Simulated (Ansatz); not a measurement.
# CH7ClFNSi2: the cost of one run

Program: Ansatz 0.2.0. Level of theory: RKS r2SCAN-D4/STO-3G. These are calculated values, not measurements.

**1. The structure to begin with**

Bond lengths: N1–Si2 1.703 Å, Si2–C3 1.827 Å, C3–F4 1.323 Å, Si2–Si5 2.321 Å, Si5–Cl6 2.070 Å, N1–H7 0.990 Å, N1–H8 1.065 Å, Si2–H9 1.447 Å, C3–H10 1.141 Å, C3–H11 1.090 Å, Si5–H12 1.486 Å, Si5–H13 1.463 Å. Angles (14 of 21 angles, heavy atoms first): N1–Si2–C3 110.4°, N1–Si2–Si5 115.7°, C3–Si2–Si5 106.2°, Si2–C3–F4 113.8°, Si2–Si5–Cl6 110.8°, N1–Si2–H9 105.5°, C3–Si2–H9 111.1°, Si5–Si2–H9 107.9°, Si2–N1–H7 109.6°, Si2–N1–H8 105.1°, Si2–C3–H10 112.1°, Si2–C3–H11 113.0°, F4–C3–H10 106.4°, F4–C3–H11 105.7°.

As a file:

```xyz
13

N    -1.6036   -0.9274    0.5318
Si   -0.3618   -0.1451   -0.3318
C     1.0600   -1.2687   -0.5620
F     0.7541   -2.3969   -1.1826
Si    0.4855    1.7819    0.6457
Cl   -1.0142    3.1778    0.9387
H    -1.8685   -1.7543    0.0568
H    -2.4475   -0.2824    0.4499
H    -0.9469    0.2205   -1.6042
H     1.5358   -1.5667    0.4310
H     1.8660   -0.8211   -1.1443
H     1.5306    2.4255   -0.1927
H     1.0309    1.5221    1.9786
```

**2. End point A**

input.yaml

```yaml
crystal:
  periodic: [false, false, false]
  atoms:
    - { symbol: "N", position_ang: [-1.6036, -0.9274, 0.5318] }
    - { symbol: Si, position_ang: [-0.3618, -0.1451, -0.3318] }
    - { symbol: C, position_ang: [1.06, -1.2687, -0.562] }
    - { symbol: F, position_ang: [0.7541, -2.3969, -1.1826] }
    - { symbol: Si, position_ang: [0.4855, 1.7819, 0.6457] }
    - { symbol: Cl, position_ang: [-1.0142, 3.1778, 0.9387] }
    - { symbol: H, position_ang: [-1.8685, -1.7543, 0.0568] }
    - { symbol: H, position_ang: [-2.4475, -0.2824, 0.4499] }
    - { symbol: H, position_ang: [-0.9469, 0.2205, -1.6042] }
    - { symbol: H, position_ang: [1.5358, -1.5667, 0.431] }
    - { symbol: H, position_ang: [1.866, -0.8211, -1.1443] }
    - { symbol: H, position_ang: [1.5306, 2.4255, -0.1927] }
    - { symbol: H, position_ang: [1.0309, 1.5221, 1.9786] }
basis:
  gaussian: { orbitals: STO-3G }
hamiltonian:
  xc: r2scan
  dispersion: d4
relax:
  f_tol: 0.015
  max_steps: 40
output:
  orbitals: {}
```

Command:

```console
$ ansatz run input.yaml --threads 1 --pin off --max-ram 2048MiB --backend cpu --events-out ev --progress --plain --runs-dir out
```

**Question.** How long does this run take on 1 thread of Arm Neoverse V1, shared host, and how much memory does it need?

About 85 s, with a peak of 0.21 GiB.
